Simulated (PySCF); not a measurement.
# C7H10FN: the cost of one run

Computed with PySCF 2.14.0 and routines of our own; the level stands in each step. Atoms count from 0.

## 1. The system as given

19 atoms, charge 0, multiplicity 1; geometry from: GFN2-xTB.

## 2. Magnetic properties: GIAO PBE/pcSseg-1

Job settings and geometry (Å):

```
{"job": {"kind": "mag", "xc": "PBE", "basis": "pcSseg-1", "isotopologues": 0}, "charge": 0, "multiplicity": 1}
N      3.715060    -0.521014    -0.969163
C      2.540884    -0.624079    -0.518938
C      1.434472     0.292384    -0.733327
C      0.211118     0.135297    -0.222887
C     -0.281102    -0.965949     0.670423
C     -1.795356    -0.748723     0.760061
C     -1.959663     0.761930     0.610464
C     -0.915326     1.117190    -0.445871
F     -0.486169     2.423073    -0.333674
H      3.875888     0.310174    -1.539610
H      2.342398    -1.497983     0.094758
H      1.642022     1.162168    -1.346284
H      0.177590    -0.857880     1.656860
H     -0.025082    -1.954235     0.289774
H     -2.214124    -1.120410     1.693078
H     -2.292512    -1.256937    -0.067706
H     -2.966106     1.057343     0.321151
H     -1.697021     1.271922     1.538772
H     -1.316774     1.024981    -1.465341
```

With the program's defaults for keys left out, this is: GIAO PBE/pcSseg-1 magnetisability, rotational g tensor and spin-rotation constants, non-relativistic, gas phase.

The run is started by

```console
$ OMP_NUM_THREADS=1 python excited_run.py task.json out
```

The driver reads the jobs from task.json and runs them one after another.

**Question.** How long does this first job take on 1 thread of Arm Neoverse N1, shared host, and how much memory does it need?

About 1.7 min, with a peak of 0.7 GiB.
